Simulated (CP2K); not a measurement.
Input of a CP2K 2026.2 run:

na3cl2_bands.inp

```
&GLOBAL
  PROJECT na3cl2_bands
  RUN_TYPE ENERGY_FORCE
  PRINT_LEVEL LOW
&END GLOBAL
&FORCE_EVAL
  METHOD QS
  STRESS_TENSOR ANALYTICAL
  &DFT
    BASIS_SET_FILE_NAME BASIS_MOLOPT_UZH
    POTENTIAL_FILE_NAME POTENTIAL_UZH
    &MGRID
      CUTOFF 1400
      REL_CUTOFF 60
      NGRIDS 4
    &END MGRID
    &QS
      METHOD GPW
      EPS_DEFAULT 1.0E-10
    &END QS
    &KPOINTS
      SCHEME MONKHORST-PACK 6 6 6
      GAMMA_CENTERED T
      SYMMETRY T
      SYMMETRY_BACKEND SPGLIB
    &END KPOINTS
    &SCF
      SCF_GUESS ATOMIC
      EPS_SCF 1.0E-6
      MAX_SCF 100
      ADDED_MOS 16
      CHOLESKY OFF
      EPS_EIGVAL 1.0E-7
      &DIAGONALIZATION ON
        ALGORITHM STANDARD
      &END DIAGONALIZATION
      &MIXING ON
        METHOD BROYDEN_MIXING
        ALPHA 0.4
        BETA 1.5
        NBUFFER 8
      &END MIXING
      &SMEAR ON
        METHOD FERMI_DIRAC
        ELECTRONIC_TEMPERATURE 580.23
      &END SMEAR
    &END SCF
    &XC
      &XC_FUNCTIONAL
        &MGGA_X_R2SCAN
        &END MGGA_X_R2SCAN
        &MGGA_C_R2SCAN
        &END MGGA_C_R2SCAN
      &END XC_FUNCTIONAL
    &END XC
    &PRINT
      &KPOINTS ON
      &END KPOINTS
      &MULLIKEN ON
      &END MULLIKEN
      &MO ON
        ENERGIES T
        OCCUPATION_NUMBERS T
        &EACH
          QS_SCF 0
        &END EACH
        ADD_LAST NUMERIC
      &END MO
      &BAND_STRUCTURE
        FILE_NAME bands.bs
        ADDED_MOS 6
        &KPOINT_SET
          UNITS B_VECTOR
          NPOINTS 10
          SPECIAL_POINT GAMMA 0.00000000 0.00000000 0.00000000
          SPECIAL_POINT X 0.25748648 0.25748648 0.00000000
          SPECIAL_POINT S 0.00000000 0.50000000 0.00000000
          SPECIAL_POINT R 0.00000000 0.50000000 0.50000000
          SPECIAL_POINT A 0.25748648 0.25748648 0.50000000
          SPECIAL_POINT Z 0.00000000 0.00000000 0.50000000
          SPECIAL_POINT GAMMA 0.00000000 0.00000000 0.00000000
          SPECIAL_POINT Y -0.50000000 0.50000000 0.00000000
          SPECIAL_POINT X1 -0.25748648 0.74251352 0.00000000
          SPECIAL_POINT A1 -0.25748648 0.74251352 0.50000000
          SPECIAL_POINT T -0.50000000 0.50000000 0.50000000
          SPECIAL_POINT Y -0.50000000 0.50000000 0.00000000
        &END KPOINT_SET
        &KPOINT_SET
          UNITS B_VECTOR
          NPOINTS 10
          SPECIAL_POINT Z 0.00000000 0.00000000 0.50000000
          SPECIAL_POINT T -0.50000000 0.50000000 0.50000000
        &END KPOINT_SET
      &END BAND_STRUCTURE
    &END PRINT
  &END DFT
  &SUBSYS
    &CELL
      A 10.3214114649 0.0000000000 0.0000000000
      B -9.7212169018 3.4683535829 0.0000000000
      C 0.0000000000 0.0000000000 3.5276360000
      PERIODIC XYZ
    &END CELL
    &COORD
      Cl  -7.9855653705 3.1680010993 1.7638180000
      Cl  8.5857599336 0.3003524836 1.7638180000
      Na  3.6870810066 1.1480631878 0.0000000000
      Na  -3.0868864435 2.3202903951 0.0000000000
      Na  0.3000972816 1.7341767914 0.0000000000
    &END COORD
    &KIND Cl
      BASIS_SET TZVP-MOLOPT-SCAN-GTH-q7
      POTENTIAL GTH-SCAN-q7
    &END KIND
    &KIND Na
      BASIS_SET TZVP-MOLOPT-SCAN-GTH-q9
      POTENTIAL GTH-SCAN-q9
    &END KIND
    &PRINT
      &ATOMIC_COORDINATES ON
      &END ATOMIC_COORDINATES
      &CELL ON
      &END CELL
    &END PRINT
  &END SUBSYS
  &PRINT
    &FORCES ON
    &END FORCES
    &STRESS_TENSOR ON
    &END STRESS_TENSOR
  &END PRINT
&END FORCE_EVAL
```

Potentials or basis: POTENTIAL_UZH Cl GTH-SCAN-q7, Na GTH-SCAN-q9; TZVP-MOLOPT-SCAN-GTH basis.

Launch:

```bash
$ OMP_NUM_THREADS=1 cp2k.psmp -i na3cl2_bands.inp -o na3cl2_bands.out
```

Problem. Estimate the Mulliken charges.

Solution. Cl -0.70; Na +0.35, +0.71 e.

Problem. Estimate the band gap on the k mesh.

Solution. None (metal or under the smearing width).

Problem. What does it give for the largest force?

Solution. 0.427 eV/Å.

Stress tensor (GPa, compression positive):
```
-0.24 -0.05  0.00
-0.05 -0.53  0.00
 0.00  0.00 -1.07
```

Caveat: the basis of atomic orbitals isn't converged, which shifts pressures, moduli and gaps; an odd number of electrons without spin polarisation forces a metal; a magnetic or distorted state may lie lower.
